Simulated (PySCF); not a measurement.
# C6H6IN: the cost of one run

Programs: PySCF 2.14.0, with routines of our own; each step states its level. All values are computed. Atoms count from 0.

## (1) The starting structure

14 atoms, charge 0, multiplicity 1; geometry from: GFN2-xTB.

## (2) Relaxing the molecule at PBE0-D3(BJ)/def2-SVP

The job: settings as JSON, then the geometry in Å.

```
{"job": {"xc": "PBE0", "basis": "def2-SVP", "d3": "d3bj", "grid": 1, "maxiter": 30, "shake": 0.01, "kind": "geom"}, "charge": 0, "multiplicity": 1}
N      2.228870    -0.515080     0.025120
C      0.862560    -0.222940    -0.007070
C     -0.083060    -1.264430     0.043350
C     -1.385190    -1.011960     0.088620
C     -1.895920     0.280520     0.063360
C     -0.997680     1.342250     0.016210
C      0.371570     1.081450    -0.020230
I      1.713250     2.744130    -0.115790
H      2.839530     0.247530    -0.241310
H      2.493040    -1.431020    -0.183020
H      0.298080    -2.280230     0.076640
H     -2.104070    -1.841360     0.142210
H     -2.980890     0.497240     0.093370
H     -1.367240     2.358800     0.010790
```

Started as:

```console
> OMP_NUM_THREADS=1 python heavy_run.py task.json out
```

One launch serves the whole session: the jobs run in the order shown.

**Question.** How long does this first job take on 1 thread of Arm Neoverse V1, shared host, and how much memory does it need?

About 2.7 min, with a peak of 0.63 GiB.
